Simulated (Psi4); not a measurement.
**One shape, several levels: C2H8OSi (SMILES CC[SiH2]O)**

We compute a comparison of 3 runs (HF/cc-pVDZ, MP2/cc-pVDZ, CCSD/cc-pVDZ) of C2H8OSi. 

The results are computed with Psi4 1.11.

## Step 1: The molecule

The species is C2H8OSi (12 atoms), meant as a singlet with charge 0. SMILES: `CC[SiH2]O`. The C1–C2 distance was set to 2.748 Å, away from the relaxed value. At this shape a bond of the SMILES string is far longer than usual.

Bond lengths: C2–Si3 1.868 Å, Si3–O4 1.653 Å, C1–H5 1.094 Å, C1–H6 1.093 Å, C1–H7 1.093 Å, C2–H8 1.096 Å, C2–H9 1.097 Å, Si3–H10 1.494 Å, Si3–H11 1.484 Å, O4–H12 0.957 Å. Some angles: C2–Si3–O4 112.4°, C2–Si3–H10 108.7°, C2–Si3–H11 110.7°, O4–Si3–H10 109.8°, O4–Si3–H11 105.6°, Si3–C2–H8 108.4°, Si3–C2–H9 107.5°, Si3–O4–H12 117.6°, H10–Si3–H11 109.7°, H8–C2–H9 106.1°.

## Step 2: The energy at HF/cc-pVDZ (run 1)

Contents of c2h8osi.in:

```
memory 1600 MB

molecule geom {
  0 1
  C     -4.68111428    -0.17199531    -1.45737946
  C     -0.36490611    -1.12476499     1.26725034
  Si     2.54753979     0.26116015    -0.16742973
  O      2.37727546     3.36881476    -0.43388112
  H     -4.53503845    -0.90180754    -3.38565600
  H     -5.05357930     1.85643671    -1.58644776
  H     -6.34293944    -1.04164728    -0.59339668
  H     -0.55198900    -0.39854324     3.19684969
  H     -0.05877048    -3.16680304     1.44979788
  H      2.94003590    -0.89478532    -2.71270185
  H      4.78214093    -0.23602679     1.45338836
  H      1.41370411     4.03947856    -1.81016865
  units bohr
  symmetry c1
}

set {
  basis cc-pVDZ
  reference rhf
  puream true
  e_convergence 1e-09
  d_convergence 1e-08
  scf_type pk
}

e, wfn = energy("scf", return_wfn=True)
```

On the command line:

```console
$ psi4 -n 1 c2h8osi.in c2h8osi.out
```

c2h8osi.out:

```text
[...]
  Running in c1 symmetry.
[...]
  Nuclear repulsion =  159.430241140498453
[...]
  Multiplicity = 1
[...]
  Nalpha       = 21
  Nbeta        = 21
[...]
    Number of basis functions: 100
[...]
   @RHF iter   1:  -443.92267521279950   -1.36064e+00   4.85930e-03 DIIS/ADIIS
[...]
   @RHF iter  12:  -444.05725882404147   -1.44951e-11   7.50413e-09 DIIS
[...]
    Orbital Energies [Eh]
    ---------------------
    Doubly Occupied:
       1A    -68.800978     2A    -20.546625     3A    -11.288782
       4A    -11.268280     5A     -6.145612     6A     -4.253048
       7A     -4.251656     8A     -4.251212     9A     -1.330017
      10A     -0.930724    11A     -0.911195    12A     -0.733862
      13A     -0.626916    14A     -0.569538    15A     -0.561471
      16A     -0.558750    17A     -0.537224    18A     -0.527357
      19A     -0.466165    20A     -0.437640    21A     -0.317098
[...]
  @RHF Final Energy:  -444.05725882404147
   => Energetics <=
    Nuclear Repulsion Energy =            159.4302411404984525
    One-Electron Energy =                -928.3467034909859876
    Two-Electron Energy =                 324.8592035264460947
    Total Energy =                       -444.0572588240414689
[...]
 Multipole Moments:
 ------------------------------------------------------------------------------------
     Multipole            Electronic (a.u.)      Nuclear  (a.u.)        Total (a.u.)
 ------------------------------------------------------------------------------------
 L = 1.  Multiply by 2.5417464519 to convert [e a0] to [Debye]
 Dipole X            :          5.1771092           -5.8011040           -0.6239948
 Dipole Y            :          2.5286126           -2.7082165           -0.1796039
 Dipole Z            :          0.6870479           -1.0426559           -0.3556080
 Magnitude           :                                                    0.7403270
[...]
```

Run time: 5.7 s. Hardware: 1 thread of Intel Xeon 6975P-C (Granite Rapids), shared host; peak memory 0.46 GiB.

## Step 3: The energy at MP2/cc-pVDZ (run 2)

Contents of job.inp:

```
memory 1.6 GB

molecule {
  C     -4.68111428    -0.17199531    -1.45737946
  C     -0.36490611    -1.12476499     1.26725034
  Si     2.54753979     0.26116015    -0.16742973
  O      2.37727546     3.36881476    -0.43388112
  H     -4.53503845    -0.90180754    -3.38565600
  H     -5.05357930     1.85643671    -1.58644776
  H     -6.34293944    -1.04164728    -0.59339668
  H     -0.55198900    -0.39854324     3.19684969
  H     -0.05877048    -3.16680304     1.44979788
  H      2.94003590    -0.89478532    -2.71270185
  H      4.78214093    -0.23602679     1.45338836
  H      1.41370411     4.03947856    -1.81016865
  units au
  symmetry c1
  no_reorient
  no_com
}

set {
  basis           cc-pVDZ
  reference       rhf
  puream          true
  e_convergence   1e-09
  d_convergence   1e-08
  scf_type        pk
  num_frozen_docc 8
  mp2_type        conv
}

energy_value, wavefunction = energy('mp2', return_wfn=True)
print_variables()
```

On the command line:

```console
$ psi4 job.inp job.out -n 1
```

job.out:

```text
[...]
  Running in c1 symmetry.
[...]
  Nuclear repulsion =  159.430241140498453
[...]
  Multiplicity = 1
[...]
  Nalpha       = 21
  Nbeta        = 21
[...]
    Number of basis functions: 100
[...]
   @RHF iter   1:  -443.92267521279973   -1.36064e+00   4.85930e-03 ADIIS/DIIS
[...]
   @RHF iter  12:  -444.05725882404221   -1.48930e-11   7.50413e-09 DIIS
[...]
    Orbital Energies [Eh]
    ---------------------
    Doubly Occupied:
       1A    -68.800978     2A    -20.546625     3A    -11.288782
       4A    -11.268280     5A     -6.145612     6A     -4.253048
       7A     -4.251656     8A     -4.251212     9A     -1.330017
      10A     -0.930724    11A     -0.911195    12A     -0.733862
      13A     -0.626916    14A     -0.569538    15A     -0.561471
      16A     -0.558750    17A     -0.537224    18A     -0.527357
      19A     -0.466165    20A     -0.437640    21A     -0.317098
[...]
  @RHF Final Energy:  -444.05725882404221
   => Energetics <=
    Nuclear Repulsion Energy =            159.4302411404984525
    One-Electron Energy =                -928.3467034909883751
    Two-Electron Energy =                 324.8592035264477431
    Total Energy =                       -444.0572588240422078
[...]
 Multipole Moments:
 ------------------------------------------------------------------------------------
     Multipole            Electronic (a.u.)      Nuclear  (a.u.)        Total (a.u.)
 ------------------------------------------------------------------------------------
 L = 1.  Multiply by 2.5417464519 to convert [e a0] to [Debye]
 Dipole X            :        -17.6251975           17.0012027           -0.6239948
 Dipole Y            :        -22.2621043           22.0825004           -0.1796039
 Dipole Z            :         10.5885670          -10.9441749           -0.3556080
 Magnitude           :                                                    0.7403270
[...]
	SCS-MP2 Total Energy (a.u.)        :  -444.66583359609331
	SOS-MP2 Total Energy (a.u.)        :  -444.62199801264774
	SCSN-MP2 Total Energy (a.u.)       :  -444.28871070463452
[...]
	SOS-PI-MP2 Total Energy (a.u.)     :  -444.71612121074861
[...]
	MP2 Total Energy (a.u.)            :  -444.65938156488335
[...]
```

Run time: 11 s. Hardware: 1 thread of Intel Xeon 6975P-C (Granite Rapids), shared host; peak memory 0.6 GiB.

## Step 4: The energy at CCSD/cc-pVDZ (run 3)

Contents of c2h8osi.xyz:

```xyz
12
C2H8OSi
C     -2.477139    -0.091016    -0.771212
C     -0.193100    -0.595200     0.670600
Si     1.348100     0.138200    -0.088600
O      1.258000     1.782700    -0.229600
H     -2.399839    -0.477216    -1.791612
H     -2.674239     0.982384    -0.839512
H     -3.356539    -0.551216    -0.314012
H     -0.292100    -0.210900     1.691700
H     -0.031100    -1.675800     0.767200
H      1.555800    -0.473500    -1.435500
H      2.530600    -0.124900     0.769100
H      0.748100     2.137600    -0.957900
```

Contents of calc.py:

```python
import psi4

psi4.set_memory(1600000000)
psi4.set_num_threads(1)
psi4.core.set_output_file('run.log', False)

with open('c2h8osi.xyz') as f:
    atoms = ''.join(f.readlines()[2:])
mol = psi4.geometry('0 1\n' + atoms + 'symmetry c1\nno_reorient\nno_com')

psi4.set_options(dict(basis='cc-pVDZ', puream=True, e_convergence=1e-09, d_convergence=1e-08, scf_type='pk', num_frozen_docc=8))

result = psi4.energy('ccsd')
print(f'ccsd energy: {result:.10f} Eh')
```

On the command line:

```console
$ python calc.py
```

run.log:

```text
[...]
  Running in c1 symmetry.
[...]
  Nuclear repulsion =  159.430240992601767
[...]
  Multiplicity = 1
[...]
  Nalpha       = 21
  Nbeta        = 21
[...]
    Number of basis functions: 100
[...]
   @RHF iter   1:  -443.92267521269906   -1.36064e+00   4.85930e-03 ADIIS/DIIS
[...]
   @RHF iter  12:  -444.05725882400066   -1.52340e-11   7.50413e-09 DIIS
[...]
    Orbital Energies [Eh]
    ---------------------
    Doubly Occupied:
       1A    -68.800978     2A    -20.546625     3A    -11.288782
       4A    -11.268280     5A     -6.145612     6A     -4.253048
       7A     -4.251656     8A     -4.251212     9A     -1.330017
      10A     -0.930724    11A     -0.911195    12A     -0.733862
      13A     -0.626916    14A     -0.569538    15A     -0.561471
      16A     -0.558750    17A     -0.537224    18A     -0.527357
      19A     -0.466165    20A     -0.437640    21A     -0.317098
[...]
  @RHF Final Energy:  -444.05725882400066
   => Energetics <=
    Nuclear Repulsion Energy =            159.4302409926017674
    One-Electron Energy =                -928.3467031956549818
    Two-Electron Energy =                 324.8592033790525875
    Total Energy =                       -444.0572588240006553
[...]
 Multipole Moments:
 ------------------------------------------------------------------------------------
     Multipole            Electronic (a.u.)      Nuclear  (a.u.)        Total (a.u.)
 ------------------------------------------------------------------------------------
 L = 1.  Multiply by 2.5417464519 to convert [e a0] to [Debye]
 Dipole X            :        -17.6251975           17.0012027           -0.6239948
 Dipole Y            :        -22.2621043           22.0825005           -0.1796039
 Dipole Z            :         10.5885670          -10.9441750           -0.3556080
 Magnitude           :                                                    0.7403270
[...]
      * MP2 total energy                      = -444.659381565020226
[...]
      * CCSD total energy                     = -444.720873747163012
```

The script printed:

```text
ccsd energy: -444.7208737472 Eh
```

Run time: 35 s. Hardware: 1 thread of Intel Xeon 6975P-C (Granite Rapids), shared host; peak memory 0.81 GiB.

## Step 5: Overview of the runs

```
run         level  frozen core orbitals  mp2 type  energy (Eh)  HOMO energy (eV)  LUMO energy (eV)  HOMO–LUMO gap (eV)  wall time
  1    HF/cc-pVDZ                     0         –  -444.057259             -8.63              0.97                9.60      5.7 s
  2   MP2/cc-pVDZ                     8      conv  -444.659382             -8.63              0.97                9.60       11 s
  3  CCSD/cc-pVDZ                     8         –  -444.720874             -8.63              0.97                9.60       35 s
```

## Step 6: Summary of results

```
                                          quantity          value
                               run 3: total energy  -444.72087 Eh
        run 3: HOMO energy (Hartree–Fock orbitals)       -8.63 eV
        run 3: LUMO energy (Hartree–Fock orbitals)        0.97 eV
      run 3: HOMO–LUMO gap (Hartree–Fock orbitals)        9.60 eV
run 3: correlation energy (8 core orbitals frozen)     -663.6 mEh
                              run 3: T1 diagnostic          0.015
```

Below the HF energy at the same shape and in the same basis (cc-pVDZ): MP2 -602.1 mEh; CCSD -663.6 mEh. In runs 1, 2, 3 a closed-shell determinant meets a far-stretched bond, which it describes badly. All runs together took 51 s, the longest 35 s.
